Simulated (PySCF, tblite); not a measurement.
# Si3NH9: a rotation path, then NMR shifts on frames, part 2 of 2

tblite 0.8.0 and PySCF 2.14.0. Atoms count from 0. The steps go on from the part before.

## Step 5: Nuclear shieldings: image 5, PBE0/pcSseg-1

The job: settings as JSON, then the geometry in Å.

```
{"job": {"kind": "nmr", "xc": "PBE0", "basis": "pcSseg-1", "pop": false}, "charge": 0, "multiplicity": 1}
Si    -2.307300     0.479200    -0.662200
N     -0.939400    -0.164900     0.177900
Si     0.518200    -0.894500    -0.430500
Si     2.378100     0.311300     0.211800
H     -3.061600     1.234600     0.337500
H     -1.800100     1.345700    -1.724900
H     -3.147400    -0.579200    -1.234600
H     -1.067000    -0.262400     1.171800
H      0.331300    -0.964100    -1.883500
H      0.526700    -2.284800     0.061100
H      3.603300    -0.456200    -0.039700
H      2.416700     0.654300     1.639100
H      2.544000     1.581500    -0.502800
```

Method: GIAO PBE0/pcSseg-1 NMR shielding, non-relativistic, gas phase.

Log:

```text
coarse grid: 11520 points
cycle   1  E = -928.1251529763  dE = -5.085e-02  |g| = 4.377e-01  |ddm| = 3.129e+00
cycle   2  E = -928.0750304865  dE =  5.012e-02  |g| = 6.408e-01  |ddm| = 9.270e-01
cycle   3  E = -928.1649181289  dE = -8.989e-02  |g| = 4.804e-02  |ddm| = 6.388e-01
cycle   4  E = -928.1654832655  dE = -5.651e-04  |g| = 9.991e-03  |ddm| = 6.927e-02
cycle   5  E = -928.1655089804  dE = -2.571e-05  |g| = 2.222e-03  |ddm| = 1.671e-02
cycle   6  E = -928.1655104805  dE = -1.500e-06  |g| = 4.543e-04  |ddm| = 3.485e-03
final grid: 95120 points
cycle   7  E = -928.1837903197  dE = -9.106e-06  |g| = 4.802e-03  |ddm| = 1.228e-02
cycle   8  E = -928.1837837351  dE =  6.585e-06  |g| = 7.302e-03  |ddm| = 9.905e-03
cycle   9  E = -928.1837949723  dE = -1.124e-05  |g| = 2.806e-04  |ddm| = 6.116e-03
cycle  10  E = -928.1837949836  dE = -1.135e-08  |g| = 4.616e-05  |ddm| = 2.902e-04
cycle  11  E = -928.1837949841  dE = -4.584e-10  |g| = 1.251e-05  |ddm| = 6.932e-05
converged SCF energy = -928.1837949841

GIAO shielding tensors (ppm)
atom      isotropic    diamagn.    paramagn.     s11        s22        s33       span
  0 Si     403.263     879.498    -476.235    361.729    380.389    467.670    105.941
  1 N      282.901     325.080     -42.179    256.489    265.092    327.122     70.634
  2 Si     394.922     880.191    -485.269    334.628    384.967    465.170    130.542
  3 Si     470.667     880.350    -409.683    456.700    469.810    485.492     28.793
  4 H       27.001      28.979      -1.979     23.499     25.233     32.270      8.771
  5 H       27.034      29.598      -2.563     23.241     26.076     31.787      8.546
  6 H       26.946      28.475      -1.529     23.077     25.135     32.627      9.550
  7 H       33.062      34.102      -1.040     22.937     31.082     45.167     22.230
  8 H       26.658      29.975      -3.317     23.157     26.340     30.477      7.320
  9 H       26.426      29.247      -2.821     22.047     25.518     31.712      9.665
 10 H       28.544      28.698      -0.153     25.339     25.898     34.396      9.057
 11 H       28.331      29.500      -1.168     25.178     26.391     33.425      8.247
 12 H       28.294      29.381      -1.086     25.120     26.277     33.486      8.366
```

Run time: 23 s. Hardware: 1 thread of Intel Xeon at 2.50GHz, shared host; peak memory 0.72 GiB.

Key values: δ Si2 -45.8, Si0 -54.1, Si3 -121.5, N1 -15.2, H9 5.29, H8 5.06 ppm.

## Step 6: Nuclear shieldings: image 6, PBE0/pcSseg-1

The job: settings as JSON, then the geometry in Å.

```
{"job": {"kind": "nmr", "xc": "PBE0", "basis": "pcSseg-1", "pop": false}, "charge": 0, "multiplicity": 1}
Si    -2.370400     0.407400    -0.661500
N     -0.895100    -0.025500     0.133700
Si     0.526200    -0.809000    -0.491200
Si     2.418600     0.264000     0.274000
H     -3.080700     1.271400     0.280900
H     -2.006000     1.121600    -1.882900
H     -3.190800    -0.764600    -0.988500
H     -0.944400    -0.000700     1.139300
H      0.364200    -0.769700    -1.948000
H      0.465400    -2.232600    -0.106500
H      3.612500    -0.544400     0.003900
H      2.432800     0.515800     1.720800
H      2.663500     1.566900    -0.352700
```

Method: GIAO PBE0/pcSseg-1 NMR shielding, non-relativistic, gas phase.

Log:

```text
coarse grid: 11520 points
cycle   1  E = -928.1254416783  dE = -4.988e-02  |g| = 4.367e-01  |ddm| = 3.128e+00
cycle   2  E = -928.0754598802  dE =  4.998e-02  |g| = 6.397e-01  |ddm| = 9.272e-01
cycle   3  E = -928.1650525318  dE = -8.959e-02  |g| = 4.854e-02  |ddm| = 6.359e-01
cycle   4  E = -928.1656281858  dE = -5.757e-04  |g| = 1.000e-02  |ddm| = 6.933e-02
cycle   5  E = -928.1656542045  dE = -2.602e-05  |g| = 2.195e-03  |ddm| = 1.651e-02
cycle   6  E = -928.1656557002  dE = -1.496e-06  |g| = 4.651e-04  |ddm| = 3.485e-03
final grid: 95120 points
cycle   7  E = -928.1840152604  dE = -8.539e-06  |g| = 4.930e-03  |ddm| = 1.191e-02
cycle   8  E = -928.1840082813  dE =  6.979e-06  |g| = 7.506e-03  |ddm| = 1.008e-02
cycle   9  E = -928.1840201499  dE = -1.187e-05  |g| = 2.907e-04  |ddm| = 6.271e-03
cycle  10  E = -928.1840201625  dE = -1.262e-08  |g| = 4.685e-05  |ddm| = 3.044e-04
cycle  11  E = -928.1840201630  dE = -4.688e-10  |g| = 1.241e-05  |ddm| = 6.506e-05
converged SCF energy = -928.1840201630

GIAO shielding tensors (ppm)
atom      isotropic    diamagn.    paramagn.     s11        s22        s33       span
  0 Si     402.089     879.440    -477.352    359.872    378.315    468.078    108.206
  1 N      279.123     325.272     -46.150    252.791    263.687    320.890     68.099
  2 Si     395.621     880.338    -484.717    339.408    379.084    468.370    128.963
  3 Si     469.990     880.321    -410.331    455.513    468.819    485.639     30.125
  4 H       26.988      28.917      -1.929     23.440     25.249     32.275      8.836
  5 H       27.032      29.417      -2.385     23.327     25.967     31.801      8.474
  6 H       26.946      28.468      -1.522     23.101     25.103     32.634      9.533
  7 H       33.036      34.466      -1.430     22.894     31.383     44.832     21.938
  8 H       26.708      30.092      -3.384     23.435     26.267     30.421      6.985
  9 H       26.453      29.332      -2.878     22.093     25.373     31.894      9.801
 10 H       28.504      28.647      -0.143     25.286     25.853     34.373      9.087
 11 H       28.327      29.481      -1.153     25.137     26.421     33.423      8.286
 12 H       28.298      29.276      -0.978     25.106     26.182     33.605      8.499
```

Run time: 25 s. Hardware: 1 thread of Intel Xeon at 2.50GHz, shared host; peak memory 0.72 GiB.

This run: δ Si2 -46.5, Si0 -52.9, Si3 -120.8, N1 -11.4, H9 5.26, H8 5.01 ppm.

## Step 7: Shielding tensors: image 8, PBE0/pcSseg-1

The job: settings as JSON, then the geometry in Å.

```
{"job": {"kind": "nmr", "xc": "PBE0", "basis": "pcSseg-1", "pop": false}, "charge": 0, "multiplicity": 1}
Si    -2.443300     0.270300    -0.606000
N     -0.819800     0.227700    -0.005500
Si     0.542800    -0.637800    -0.646700
Si     2.442200     0.162000     0.380600
H     -3.117600     1.319600     0.158800
H     -2.358500     0.582000    -2.030300
H     -3.127700    -1.014100    -0.419000
H     -0.713500     0.559100     0.939400
H      0.484300    -0.415500    -2.096500
H      0.336100    -2.087200    -0.458900
H      3.589300    -0.708400     0.105900
H      2.338800     0.235600     1.844800
H      2.842700     1.507200    -0.045700
```

With the program's defaults for keys left out, this is: GIAO PBE0/pcSseg-1 NMR shielding, non-relativistic, gas phase.

Log:

```text
coarse grid: 11520 points
cycle   1  E = -928.1251138143  dE = -4.430e-02  |g| = 4.371e-01  |ddm| = 3.128e+00
cycle   2  E = -928.0748144125  dE =  5.030e-02  |g| = 6.410e-01  |ddm| = 9.486e-01
cycle   3  E = -928.1648195758  dE = -9.001e-02  |g| = 4.881e-02  |ddm| = 6.493e-01
cycle   4  E = -928.1653982701  dE = -5.787e-04  |g| = 1.017e-02  |ddm| = 6.973e-02
cycle   5  E = -928.1654255989  dE = -2.733e-05  |g| = 2.093e-03  |ddm| = 1.644e-02
cycle   6  E = -928.1654270157  dE = -1.417e-06  |g| = 4.874e-04  |ddm| = 3.424e-03
final grid: 95120 points
cycle   7  E = -928.1835628250  dE = -8.527e-06  |g| = 4.791e-03  |ddm| = 1.138e-02
cycle   8  E = -928.1835562874  dE =  6.538e-06  |g| = 7.276e-03  |ddm| = 9.769e-03
cycle   9  E = -928.1835674184  dE = -1.113e-05  |g| = 2.886e-04  |ddm| = 6.127e-03
cycle  10  E = -928.1835674311  dE = -1.270e-08  |g| = 4.614e-05  |ddm| = 3.124e-04
cycle  11  E = -928.1835674316  dE = -4.688e-10  |g| = 1.415e-05  |ddm| = 6.438e-05
converged SCF energy = -928.1835674316

GIAO shielding tensors (ppm)
atom      isotropic    diamagn.    paramagn.     s11        s22        s33       span
  0 Si     401.455     879.435    -477.980    354.567    380.332    469.467    114.900
  1 N      276.015     325.871     -49.856    252.512    269.307    306.225     53.714
  2 Si     399.280     880.572    -481.292    355.603    367.627    474.611    119.008
  3 Si     468.882     880.388    -411.507    453.857    467.317    485.472     31.615
  4 H       26.980      28.779      -1.799     23.370     25.264     32.305      8.935
  5 H       27.019      29.122      -2.103     23.497     25.713     31.846      8.349
  6 H       26.946      28.651      -1.705     23.167     25.124     32.548      9.380
  7 H       32.644      35.082      -2.438     22.440     31.382     44.111     21.672
  8 H       26.720      30.014      -3.294     23.571     25.586     31.001      7.430
  9 H       26.605      29.682      -3.077     22.645     25.138     32.032      9.387
 10 H       28.394      28.621      -0.227     25.145     25.735     34.301      9.156
 11 H       28.307      29.565      -1.258     25.070     26.438     33.415      8.345
 12 H       28.226      29.158      -0.932     25.041     25.969     33.667      8.626
```

Run time: 22 s. Hardware: 1 thread of Intel Xeon at 2.50GHz, shared host; peak memory 0.72 GiB.

This run: δ Si2 -50.1, Si0 -52.3, Si3 -119.7, N1 -8.3, H9 5.11, H8 5.00 ppm.

## Step 8: Run by run: NMR shifts

Shifts (ppm) of some atoms, chosen among heavy atoms and hydrogens apart, with basis size and wall time:

| frame | H8 | H12 | H7 | Si2 | Si0 | Si3 | N1 | functions | time |
| --- | --- | --- | --- | --- | --- | --- | --- | --- | --- |
| image 0 | 5.22 | 3.73 | -0.60 | -48.2 | -54.9 | -121.6 | -8.9 | 134 | 42 s |
| image 2 | 5.20 | 3.67 | -0.62 | -47.5 | -55.5 | -122.7 | -16.5 | 134 | 24 s |
| image 5 | 5.06 | 3.42 | -1.34 | -45.8 | -54.1 | -121.5 | -15.2 | 134 | 23 s |
| image 6 | 5.01 | 3.42 | -1.32 | -46.5 | -52.9 | -120.8 | -11.4 | 134 | 25 s |
| image 8 | 5.00 | 3.49 | -0.93 | -50.1 | -52.3 | -119.7 | -8.3 | 134 | 22 s |

## Step 9: Outcome

The summary covers parts 1 to 2.

```
                                                                  quantity                                                      value
                                                                   barrier                         0.044 eV (1.0 kcal/mol) at image 5
                                                     end to end (GFN2-xTB)                                                   0.022 eV
                            ¹H shifts against TMS (PBE0/pcSseg-1, image 0)  5.22, 5.10, 4.78, 4.71, 4.62, 3.73, 3.59, 3.31, -0.60 ppm
                          ²⁹Si shifts against TMS (PBE0/pcSseg-1, image 0)                                   -48.2, -54.9, -121.6 ppm
                           ¹⁵N shifts against NH3 (PBE0/pcSseg-1, image 0)                                                   -8.9 ppm
potential on the surface of density 0.002 e/bohr³, 1st and 99th percentile                                         -0.61 V and 1.55 V
                                                  range of the shift of N1                                          -16.5 to -8.3 ppm
```

What this shows: Along the band the dihedral turns by 119°, and the top (dihedral 119°) lies 1.0 kcal/mol above the start (GFN2-xTB, rough), so at room temperature this motion is fast. Ends this close can change order at a higher level. The top was not checked by a frequency run. Shifts at one fixed geometry are not the observed spectrum, which averages over the motion. In the first frame run (image 0): Shielding is most anisotropic at Si2 (span 131 ppm, paramagnetic term -483 ppm). By nearest atom (PBE0/pcSseg-1), the HOMO sits on N1 54 %; H8 12 % and the LUMO on Si2 15 %; Si3 10 %. Across the 5 runs the shift of N1 moves most, between -16.5 (image 2) and -8.3 ppm (image 8). At PBE0/pcSseg-1 the highest of the frames run is image 2, not the band's top, so the GFN2-xTB barrier is not borne out there and is unsure.
